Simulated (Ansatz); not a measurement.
# doublet CH5BFN+ at 3 levels

Aim: a comparison of 3 runs (U-revPBE/cc-pVDZ, UBHLYP/cc-pVDZ, RPA@PBE/cc-pVDZ) of doublet CH5BFN+. 

Program for the calculation: Ansatz 0.2.0.

126 further runs of the same task are left out: 126 set aside as unsound or not needed.

## (1) The molecule

CH5BFN+: 9 atoms, total charge +1, spin state doublet. SMILES of the parent species: `CB(N)F`. The coordinates come from a PBE0-D4/def2-TZVP relaxation. That shape belongs to the parent species and isn't relaxed for this state.

Bond lengths: C1–B2 1.566 Å, B2–N3 1.396 Å, B2–F4 1.347 Å, C1–H5 1.094 Å, C1–H6 1.091 Å, C1–H7 1.094 Å, N3–H8 1.006 Å, N3–H9 1.003 Å. Some angles: C1–B2–N3 124.5°, C1–B2–F4 118.6°, N3–B2–F4 116.9°, B2–C1–H5 110.2°, B2–C1–H6 113.8°, B2–C1–H7 110.2°, B2–N3–H8 122.4°, B2–N3–H9 123.0°, H5–C1–H6 108.1°, H5–C1–H7 106.2°.

## (2) The energy at U-revPBE/cc-pVDZ (run 1)

File run.yaml:

```yaml
crystal:
  periodic: [false, false, false]
  atoms:
    - {symbol: C, position_ang: [-0.428400, 0.964700, -0.539000]}
    - {symbol: B, position_ang: [0.098200, -0.482300, -0.251400]}
    - {symbol: "N", position_ang: [0.546200, -0.928100, 0.993800]}
    - {symbol: F, position_ang: [0.128500, -1.370900, -1.263800]}
    - {symbol: H, position_ang: [0.176600, 1.438400, -1.318100]}
    - {symbol: H, position_ang: [-0.424000, 1.616300, 0.336600]}
    - {symbol: H, position_ang: [-1.450400, 0.924300, -0.928000]}
    - {symbol: H, position_ang: [0.878700, -1.865200, 1.143700]}
    - {symbol: H, position_ang: [0.563100, -0.343500, 1.809000]}
basis:
  gaussian: {orbitals: cc-pVDZ}
hamiltonian: {xc: {name: revPBE}}
output: {orbitals: {seedname: orbitals}}
magnetization: {spin_polarized: true, initial_magnetization: 1}
total_charge: 1
accuracy: high
```

On the command line:

```bash
ansatz run run.yaml --threads 1 --pin off --max-ram 3480MiB --events-out events.jsonl --progress --plain --runs-dir runs
```

Output:

```text
Warning: RAYON_NUM_THREADS=1 ignored (pool sized by the plan → 1); use --threads N
Functional definition: revPBE
  name "revPBE"
  parameter kappa = 1.245
  parameter beta = 0.06672455060314922
  exchange = pbe_x(kappa = kappa, mu = beta*pi^2/3)
  correlation = pbe_c(beta = beta)
1903 factors; integrals over basis functions are off by at most 3.3e-9 eV
mean field evaluation 1: about -5978.2353 eV, gradient 6.0e1 eV
mean field evaluation 2: about -5946.0076 eV, gradient 1.1e2 eV
mean field evaluation 4: about -5989.4374 eV, gradient 2.3e1 eV
mean field evaluation 8: about -5992.5891 eV, gradient 4.7e0 eV
mean field evaluation 16: about -5992.7070 eV, gradient 8.3e-1 eV
mean field evaluation 32: about -5992.7250 eV, gradient 5.2e-1 eV
mean field -5992.72721209 eV, -220.2286630280 hartree, gradient 2.8e-8 eV, S^2 0.754258; 5 other end points of the search recorded, 0 dependent functions left out
reference -5992.72721587 eV, -220.2286631668 hartree; 16, 15 occupied and 65, 66 virtual orbitals, 1903 factors
Total energy: -5992.72721587 eV, -220.2286631668 hartree
```

Wall time 17 s (1 thread of Arm Neoverse V1, shared host); peak memory 0.26 GiB.

## (3) The energy at UBHLYP/cc-pVDZ (run 2)

File in.yaml:

```yaml
crystal:
  periodic: [false, false, false]
  atoms:
    - {symbol: C, position_ang: [-0.428400, 0.964700, -0.539000]}
    - {symbol: B, position_ang: [0.098200, -0.482300, -0.251400]}
    - {symbol: N, position_ang: [0.546200, -0.928100, 0.993800]}
    - {symbol: F, position_ang: [0.128500, -1.370900, -1.263800]}
    - {symbol: H, position_ang: [0.176600, 1.438400, -1.318100]}
    - {symbol: H, position_ang: [-0.424000, 1.616300, 0.336600]}
    - {symbol: H, position_ang: [-1.450400, 0.924300, -0.928000]}
    - {symbol: H, position_ang: [0.878700, -1.865200, 1.143700]}
    - {symbol: H, position_ang: [0.563100, -0.343500, 1.809000]}
basis:
  gaussian: {orbitals: cc-pVDZ}
total_charge: 1
magnetization: {spin_polarized: true, initial_magnetization: 1}
hamiltonian: {xc: {name: BHLYP}}
accuracy: high
output: {orbitals: {seedname: orbitals}}
```

On the command line:

```bash
ansatz run in.yaml --threads 1 --pin off --max-ram 3480MiB --events-out events.jsonl --progress --plain --runs-dir runs
```

Output:

```text
Warning: RAYON_NUM_THREADS=1 ignored (pool sized by the plan → 1); use --threads N
Functional definition: BHLYP
  name "BHLYP"
  parameter a = 0.5
  exchange = (1 - a)*b88_x + a*exact_x
  correlation = lyp_c
1903 factors; integrals over basis functions are off by at most 3.3e-9 eV
mean field evaluation 1: about -5983.9668 eV, gradient 4.5e1 eV
mean field evaluation 2: about -5985.1571 eV, gradient 4.5e1 eV
mean field evaluation 4: about -5991.7667 eV, gradient 1.2e0 eV
mean field evaluation 8: about -5991.8409 eV, gradient 5.6e-2 eV
mean field evaluation 16: about -5991.8409 eV, gradient 9.5e-5 eV
mean field evaluation 32: about -5991.6082 eV, gradient 1.9e0 eV
mean field -5991.84091501 eV, -220.1960922108 hartree, gradient 9.9e-8 eV, S^2 0.754743; 2 other end points of the search recorded, 0 dependent functions left out
reference -5991.84093857 eV, -220.1960930768 hartree; 16, 15 occupied and 65, 66 virtual orbitals, 1903 factors
Total energy: -5991.84093857 eV, -220.1960930768 hartree
```

It took 11 s on 1 thread of Arm Neoverse V1, shared host; peak memory 0.33 GiB.

## (4) A single-point energy at RPA@PBE/cc-pVDZ (run 3)

Edit run.yaml of step 2 so:

```diff
@@ -1 +1,3 @@
+basis:
+  gaussian: {orbitals: cc-pVDZ}
 crystal:
@@ -12,8 +14,6 @@
     - {symbol: H, position_ang: [0.563100, -0.343500, 1.809000]}
-basis:
-  gaussian: {orbitals: cc-pVDZ}
-hamiltonian: {xc: {name: revPBE}}
-output: {orbitals: {seedname: orbitals}}
+total_charge: 1
 magnetization: {spin_polarized: true, initial_magnetization: 1}
-total_charge: 1
+hamiltonian: {xc: pbe}
+correlation: {method: rpa, frozen_orbitals: {B: 1, C: 1, F: 1, H: 0, "N": 1}}
 accuracy: high
```

On the command line:

```bash
ansatz run run.yaml --threads 1 --pin off --max-ram 3480MiB --events-out events.jsonl --progress --plain --runs-dir runs
```

Output, shortened:

```text
Warning: RAYON_NUM_THREADS=1 ignored (pool sized by the plan → 1); use --threads N
Functional definition: PBE
  name "PBE"
[...]
1903 factors; integrals over basis functions are off by at most 3.3e-9 eV
[...]
mean field -5987.46046212 eV, -220.0351135365 hartree, gradient 1.3e-8 eV, S^2 0.753945; 6 other end points of the search recorded, 0 dependent functions left out
4 core orbitals not correlated: weight in the atoms' cores, before any rotation towards them, 1.000 or more for the frozen orbitals, at most 0.000 for the correlated occupied ones
reference -5961.08062490 eV, -219.0656723996 hartree; 12, 11 occupied and 65, 66 virtual orbitals, 1903 factors
Total energy: -5986.25172986 eV, -219.9906934451 hartree
```

It took 28 s on 1 thread of Arm Neoverse V1, shared host; peak memory 0.42 GiB.

## (5) Overview of the runs

| run | level | frozen core orbitals | energy (Eh) | HOMO energy (eV) | LUMO energy (eV) | ⟨S²⟩ | wall time |
| --- | --- | --- | --- | --- | --- | --- | --- |
| 1 | U-revPBE/cc-pVDZ | – | -220.228663 | -14.14 | -14.06 | 0.754 | 17 s |
| 2 | UBHLYP/cc-pVDZ | – | -220.196093 | -16.98 | -11.80 | 0.755 | 11 s |
| 3 | RPA@PBE/cc-pVDZ | 4 | -219.990693 | – | – | 0.754 | 28 s |

## (6) Outcome

```
                                quantity          value
                     run 3: total energy  -219.99069 Eh
 run 3: RPA correlation energy (valence)     -925.0 mEh
run 3: ⟨S²⟩ of the reference determinant          0.754
```

**Reading.** Totals of different functionals can't be ranked against each other. All runs together took 56 s, the longest 28 s.
